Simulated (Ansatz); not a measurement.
# C₃H₆BClO: one species, many methods

An exercise on one series of results from a longer session: the logs are not shown, and one member is left open.

Method: functionals in def2-TZVPP, the program's frozen cores in correlated methods; program: Ansatz 0.2.0, Gaussian basis.

Plan: PBE-D4, r2SCAN-D4, PBE0-D4, B3LYP-D4, ωB97X-V, ωB97M-V, B2PLYP; CCSD(T)/def2-TZVPP; MP2/def2-QZVPP; extrapolation to the limit.

### Structure used throughout

All runs share one geometry, relaxed beforehand with PBE0-D4 in a triple-zeta def2 set.

SMILES `C=C(Cl)BOC`, 12 atoms, charge 0, spin multiplicity 1.

Atoms are counted from 1 here; the program's logs count them from 0.

Bond lengths: C1–C2 1.331 Å, C1–H7 1.084 Å, C1–H8 1.084 Å, C2–Cl3 1.737 Å, C2–B4 1.554 Å, B4–O5 1.338 Å, B4–H9 1.203 Å, O5–C6 1.412 Å, C6–H10 1.093 Å, C6–H11 1.092 Å, C6–H12 1.092 Å. Angles: C2–C1–H7 118.8°, C2–C1–H8 123.1°, H7–C1–H8 118.1°, C1–C2–Cl3 119.7°, C1–C2–B4 121.5°, Cl3–C2–B4 118.7°, C2–B4–O5 120.0°, C2–B4–H9 118.9°, O5–B4–H9 121.1°, B4–O5–C6 122.5°, O5–C6–H10 111.4°, O5–C6–H11 108.8°, O5–C6–H12 108.8°, H10–C6–H11 109.5°, H10–C6–H12 109.5°, H11–C6–H12 108.7°.

The first run:

Input file in.yaml:

```yaml
crystal:
  periodic: [false, false, false]
  atoms:
    - {symbol: C, position_ang: [-1.620913, 1.208787, 1.575010]}
    - {symbol: C, position_ang: [-0.398874, 0.840737, 1.196097]}
    - {symbol: Cl, position_ang: [0.979816, 1.344231, 2.125467]}
    - {symbol: B, position_ang: [-0.168894, -0.035180, -0.066446]}
    - {symbol: O, position_ang: [1.072389, -0.387886, -0.419148]}
    - {symbol: C, position_ang: [1.341029, -1.181766, -1.554958]}
    - {symbol: H, position_ang: [-2.471137, 0.886373, 0.984287]}
    - {symbol: H, position_ang: [-1.809691, 1.818969, 2.450808]}
    - {symbol: H, position_ang: [-1.121278, -0.385482, -0.712859]}
    - {symbol: H, position_ang: [0.421209, -1.450592, -2.081495]}
    - {symbol: H, position_ang: [1.857021, -2.089250, -1.235913]}
    - {symbol: H, position_ang: [1.996122, -0.624140, -2.226849]}
basis:
  gaussian: {orbitals: def2-TZVPP}
hamiltonian: {xc: pbe, dispersion: d4}
output: {forces: true, orbitals: {seedname: orbitals}}
```

Command:

```console
$ ansatz run in.yaml --threads 4 --pin off --events-out ev --progress --plain --max-ram 10444MiB
```

Among the steps run: PBE-D4 (GGA); r2SCAN-D4 (meta-GGA); PBE0-D4 (hybrid); B3LYP-D4 (hybrid); ωB97X-V (range-separated); ωB97M-V (range-separated); B2PLYP (double hybrid); CCSD(T) in def2-TZVPP; MP2 in def2-QZVPP.

One of the session's tables, all rows but one given; the rest of the session is left out.

| method | atomisation energy (kJ/mol) |
| --- | --- |
| PBE-D4 | 4971.7 |
| r2SCAN-D4 | ? |
| PBE0-D4 | 4874.1 |
| B3LYP-D4 | 4839.8 |
| ωB97X-V | 4834.7 |
| ωB97M-V | 4853.4 |
| B2PLYP | 4793.6 |
| HF/def2-TZVPP | 3578.3 |
| MP2/def2-TZVPP | 4815.4 |
| CCSD/def2-TZVPP | 4626.9 |
| CCSD(T)/def2-TZVPP | 4706.3 |
| MP2/CBS | 4930.6 |
| CCSD(T)/CBS | 4821.5 |

Q: Estimate the row for r2SCAN-D4 from the others.

As computed: atomisation energy (kJ/mol): 4865.3. In the column «atomisation energy (kJ/mol)» it lies between ωB97M-V (4853.4) and PBE0-D4 (4874.1).
